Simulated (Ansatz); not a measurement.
**C2H8BFSi: up Jacob's ladder to CCSD(T)**

An exercise on one series of results from a longer session: the logs are not shown, and one member is left open.

The runs use Ansatz 0.2.0, Gaussian basis; functionals in def2-TZVPP, the program's frozen cores in correlated methods.

Levels to be run: PBE-D4, r2SCAN-D4, PBE0-D4, B3LYP-D4, ωB97X-V, ωB97M-V, B2PLYP; CCSD(T)/def2-TZVPP; MP2/def2-QZVPP; extrapolation to the limit.

### The relaxed structure

An earlier PBE0-D4 in a triple-zeta def2 set relaxation fixed the geometry.

SMILES `CB[SiH](C)F`, 13 atoms, charge 0, spin multiplicity 1.

Atoms are counted from 1 here; the program's logs count them from 0.

Bond lengths: C1–B2 1.554 Å, C1–H6 1.094 Å, C1–H7 1.092 Å, C1–H8 1.104 Å, B2–Si3 2.014 Å, B2–H9 1.201 Å, Si3–C4 1.868 Å, Si3–F5 1.613 Å, Si3–H10 1.494 Å, C4–H11 1.092 Å, C4–H12 1.094 Å, C4–H13 1.092 Å. Angles: B2–C1–H6 113.5°, B2–C1–H7 116.9°, B2–C1–H8 104.1°, H6–C1–H7 109.8°, H6–C1–H8 104.7°, H7–C1–H8 106.7°, C1–B2–Si3 121.1°, C1–B2–H9 117.9°, Si3–B2–H9 121.0°, B2–Si3–C4 111.3°, B2–Si3–F5 112.2°, B2–Si3–H10 110.1°, C4–Si3–F5 107.9°, C4–Si3–H10 109.0°, F5–Si3–H10 106.1°, Si3–C4–H11 110.6°, Si3–C4–H12 110.3°, Si3–C4–H13 111.4° and more.

The first run:

File in.yaml:

```yaml
crystal:
  periodic: [false, false, false]
  atoms:
    - {symbol: C, position_ang: [-1.613274, 0.989539, 0.813058]}
    - {symbol: B, position_ang: [-0.277942, 1.259180, 0.065252]}
    - {symbol: Si, position_ang: [0.619901, -0.185088, -1.014083]}
    - {symbol: C, position_ang: [1.297386, -1.534544, 0.086302]}
    - {symbol: F, position_ang: [1.836458, 0.385957, -1.905549]}
    - {symbol: H, position_ang: [-1.684167, 1.502220, 1.776581]}
    - {symbol: H, position_ang: [-1.914060, -0.053891, 0.925759]}
    - {symbol: H, position_ang: [-2.377232, 1.473676, 0.180348]}
    - {symbol: H, position_ang: [0.185825, 2.365066, 0.123752]}
    - {symbol: H, position_ang: [-0.352704, -0.785202, -1.977028]}
    - {symbol: H, position_ang: [1.773645, -2.315031, -0.511631]}
    - {symbol: H, position_ang: [0.489805, -1.993630, 0.663195]}
    - {symbol: H, position_ang: [2.036660, -1.142952, 0.788746]}
basis:
  gaussian: {orbitals: def2-TZVPP}
hamiltonian: {xc: pbe, dispersion: d4}
output: {forces: true, orbitals: {seedname: orbitals}}
```

Run with:

```
$ ansatz run in.yaml --threads 4 --pin off --events-out ev --progress --plain --max-ram 10444MiB
```

Steps of the session up to this table: PBE-D4 (GGA); r2SCAN-D4 (meta-GGA); PBE0-D4 (hybrid); B3LYP-D4 (hybrid); ωB97X-V (range-separated); ωB97M-V (range-separated); B2PLYP (double hybrid); CCSD(T) in def2-TZVPP; MP2 in def2-QZVPP.

One of the session's tables, all rows but one given; the rest of the session is left out.

```
            method  atomisation energy (kcal/mol)
            PBE-D4                         1168.9
         r2SCAN-D4                         1162.4
           PBE0-D4                         1158.3
          B3LYP-D4                         1159.1
           ωB97X-V                         1161.2
           ωB97M-V                              ?
            B2PLYP                         1147.4
     HF/def2-TZVPP                          895.2
    MP2/def2-TZVPP                         1142.8
   CCSD/def2-TZVPP                         1119.4
CCSD(T)/def2-TZVPP                         1131.0
           MP2/CBS                         1168.4
       CCSD(T)/CBS                         1156.7
```

Q: Estimate the row for ωB97M-V from the others.

As computed: atomisation energy (kcal/mol): 1160.8. In the column «atomisation energy (kcal/mol)» it lies between B3LYP-D4 (1159.1) and ωB97X-V (1161.2).
